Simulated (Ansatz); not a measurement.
**B3LYP/6-31G(d) (spherical functions) run of CH6AlFSi (SMILES C[SiH2][AlH][F])**

Aim: the vertical singlet–triplet gap of CH6AlFSi at B3LYP/6-31G* (spherical functions), from 2 runs. 

The results are computed with Ansatz 0.2.0.

128 further runs of the same task are left out: 128 set aside as unsound or not needed.

## (1) Starting point

CH6AlFSi: 10 atoms, total charge 0, spin state singlet. As SMILES, `C[SiH2][AlH][F]`. The shape is that of a PBE0-D4/def2-TZVP optimisation. This is one conformer, not always the lowest.

Bond lengths: C1–Si2 1.882 Å, Si2–Al3 2.453 Å, Al3–F4 1.655 Å, C1–H5 1.092 Å, C1–H6 1.092 Å, C1–H7 1.092 Å, Si2–H8 1.493 Å, Si2–H9 1.493 Å, Al3–H10 1.586 Å. Some angles: C1–Si2–Al3 113.1°, Si2–Al3–F4 117.3°, C1–Si2–H8 109.7°, C1–Si2–H9 109.6°, Al3–Si2–H8 109.0°, Al3–Si2–H9 108.9°, Si2–C1–H5 110.6°, Si2–C1–H6 111.0°, Si2–C1–H7 111.0°, Si2–Al3–H10 127.4°.

## (2) A single-point energy at B3LYP/6-31G(d) (spherical functions)

Contents of run.yaml:

```yaml
basis:
  gaussian:
    orbitals: 6-31G_st_-spherical.json
crystal:
  periodic: [false, false, false]
  atoms:
    - {symbol: C, position_ang: [0.209300, 1.522100, -0.549700]}
    - {symbol: Si, position_ang: [-0.487300, 0.185700, 0.578100]}
    - {symbol: Al, position_ang: [0.320500, -2.061900, 0.018500]}
    - {symbol: F, position_ang: [-0.271300, -3.324400, 0.910100]}
    - {symbol: H, position_ang: [-0.171000, 2.504900, -0.262800]}
    - {symbol: H, position_ang: [-0.069900, 1.340800, -1.589900]}
    - {symbol: H, position_ang: [1.299800, 1.551100, -0.495300]}
    - {symbol: H, position_ang: [-1.978700, 0.198000, 0.509600]}
    - {symbol: H, position_ang: [-0.129200, 0.490400, 1.995500]}
    - {symbol: H, position_ang: [1.361100, -2.457900, -1.111000]}
hamiltonian:
  xc: {name: B3LYP}
accuracy: high
output: {orbitals: {seedname: orbitals}}
```

The basis set 6-31G* is read from a file made from the Basis Set Exchange's data (not shown).

Launch:

```console
$ ansatz run run.yaml --threads 1 --pin off --max-ram 3480MiB --events-out events.jsonl --progress --plain --runs-dir runs
```

The log of the run:

```text
Warning: RAYON_NUM_THREADS=1 ignored (pool sized by the plan → 1); use --threads N
Functional definition: B3LYP
  name "B3LYP"
  parameter a0 = 0.2
  parameter ax = 0.72
  parameter ac = 0.81
  exchange = (1 - a0 - ax)*slater_x + ax*b88_x + a0*exact_x
  correlation = (1 - ac)*vwn_rpa_c + ac*lyp_c
1733 factors; integrals over basis functions are off by at most 7.2e-9 eV
mean field evaluation 1: about -18322.1808 eV, gradient 5.4e1 eV
mean field evaluation 2: about -18314.5897 eV, gradient 8.4e1 eV
mean field evaluation 4: about -18328.1111 eV, gradient 3.4e0 eV
mean field evaluation 8: about -18328.2947 eV, gradient 1.4e-1 eV
mean field evaluation 16: about -18328.2948 eV, gradient 4.2e-6 eV
mean field -18328.29480608 eV, -673.5524107590 hartree, gradient 4.5e-8 eV, S^2 0.000000; 0 other end points of the search recorded, 0 dependent functions left out
reference -18328.29485196 eV, -673.5524124451 hartree; 24, 24 occupied and 52, 52 virtual orbitals, 1733 factors
Total energy: -18328.29485196 eV, -673.5524124451 hartree
```

Wall time 8.1 s (1 thread of Arm Neoverse V1, shared host); peak memory 0.25 GiB.

## (3) The triplet

Contents of molecule.yaml:

```yaml
crystal:
  periodic: [false, false, false]
  atoms:
    - {symbol: C, position_ang: [0.209300, 1.522100, -0.549700]}
    - {symbol: Si, position_ang: [-0.487300, 0.185700, 0.578100]}
    - {symbol: Al, position_ang: [0.320500, -2.061900, 0.018500]}
    - {symbol: F, position_ang: [-0.271300, -3.324400, 0.910100]}
    - {symbol: H, position_ang: [-0.171000, 2.504900, -0.262800]}
    - {symbol: H, position_ang: [-0.069900, 1.340800, -1.589900]}
    - {symbol: H, position_ang: [1.299800, 1.551100, -0.495300]}
    - {symbol: H, position_ang: [-1.978700, 0.198000, 0.509600]}
    - {symbol: H, position_ang: [-0.129200, 0.490400, 1.995500]}
    - {symbol: H, position_ang: [1.361100, -2.457900, -1.111000]}
basis:
  gaussian:
    orbitals: 6-31G_st_-spherical.json
magnetization:
  spin_polarized: true
  initial_magnetization: 2
hamiltonian:
  xc: {name: B3LYP}
accuracy: high
output:
  orbitals: {seedname: orbitals}
```

The basis set 6-31G* is read from a file made from the Basis Set Exchange's data (not shown).

Launch:

```console
$ ansatz run molecule.yaml --threads 1 --pin off --max-ram 3480MiB --events-out events.jsonl --progress --plain --runs-dir runs
```

The log of the run:

```text
Warning: RAYON_NUM_THREADS=1 ignored (pool sized by the plan → 1); use --threads N
Functional definition: B3LYP
  name "B3LYP"
  parameter a0 = 0.2
  parameter ax = 0.72
  parameter ac = 0.81
  exchange = (1 - a0 - ax)*slater_x + ax*b88_x + a0*exact_x
  correlation = (1 - ac)*vwn_rpa_c + ac*lyp_c
1732 factors; integrals over basis functions are off by at most 7.2e-9 eV
mean field evaluation 1: about -18318.3267 eV, gradient 3.7e1 eV
mean field evaluation 2: about -18301.2067 eV, gradient 7.5e1 eV
mean field evaluation 4: about -18323.9187 eV, gradient 3.0e0 eV
mean field evaluation 8: about -18324.1578 eV, gradient 2.0e-1 eV
mean field evaluation 16: about -18324.1583 eV, gradient 5.1e-4 eV
mean field -18324.15826412 eV, -673.4003956459 hartree, gradient 5.7e-8 eV, S^2 2.002573; 0 other end points of the search recorded, 0 dependent functions left out
reference -18324.15830984 eV, -673.4003973260 hartree; 25, 23 occupied and 51, 53 virtual orbitals, 1732 factors
Total energy: -18324.15830984 eV, -673.4003973260 hartree
```

It took 17 s on 1 thread of Arm Neoverse V1, shared host; peak memory 0.38 GiB.

## (4) Results

Level: B3LYP/6-31G* (spherical functions).

| quantity | value |
| --- | --- |
| singlet: total energy | -673.55241 Eh |
| singlet: HOMO energy | -7.19 eV |
| singlet: LUMO energy | -1.59 eV |
| singlet: HOMO–LUMO gap | 5.59 eV |
| triplet: total energy | -673.40040 Eh |
| triplet: HOMO energy (highest over α and β) | -3.28 eV |
| triplet: ⟨S²⟩ | 2.003 |
| vertical energy of the triplet above the singlet | 4.137 eV |

What this shows: At this shape the triplet lies 4.14 eV (399 kJ/mol) above the singlet.
